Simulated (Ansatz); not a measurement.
# CH4GeS: the cost of one run

Method: revPBE/6-31G* with D3(BJ) dispersion; program: Ansatz 0.2.0, Gaussian basis.

**1. The geometry**

An earlier PBE0-D4 in a triple-zeta def2 set relaxation fixed the geometry.

SMILES `S=[CH][GeH3]`, 7 atoms, charge 0, spin multiplicity 1.

Atoms are counted from 1 here; the program's logs count them from 0.

Bond lengths: S1–C2 1.607 Å, C2–Ge3 1.962 Å, C2–H4 1.094 Å, Ge3–H5 1.539 Å, Ge3–H6 1.539 Å, Ge3–H7 1.530 Å. Angles: S1–C2–Ge3 124.3°, S1–C2–H4 119.0°, Ge3–C2–H4 116.6°, C2–Ge3–H5 108.7°, C2–Ge3–H6 108.7°, C2–Ge3–H7 108.6°, H5–Ge3–H6 108.4°, H5–Ge3–H7 111.2°, H6–Ge3–H7 111.2°.

**2. The run**

Contents of in.yaml:

```yaml
crystal:
  periodic: [false, false, false]
  atoms:
    - {symbol: S, position_ang: [0.113391, -2.333919, 0.621455]}
    - {symbol: C, position_ang: [-0.561651, -0.986623, 0.064683]}
    - {symbol: Ge, position_ang: [0.366374, 0.736058, -0.085325]}
    - {symbol: H, position_ang: [-1.607196, -1.010197, -0.257201]}
    - {symbol: H, position_ang: [0.334105, 1.187141, -1.556243]}
    - {symbol: H, position_ang: [-0.388401, 1.777984, 0.758936]}
    - {symbol: H, position_ang: [1.804577, 0.561457, 0.407995]}
basis:
  gaussian: {orbitals: "6-31G*"}
hamiltonian: {xc: {name: revPBE}, dispersion: d3bj}
md: {timestep: 1 fs, n_steps: 20, ensemble: nvt_nose_hoover, temperature: 300, initial_velocities: maxwell_boltzmann, seed: 658}
```

Run with:

```sh
$ ansatz run in.yaml --threads 2 --pin off --events-out ev --progress --plain --max-ram 4352MiB
```

**Question.** How long does this run take on 2 threads of Arm Neoverse V1, shared host, and how much memory does it need?

About 28 s, with a peak of 0.36 GiB.
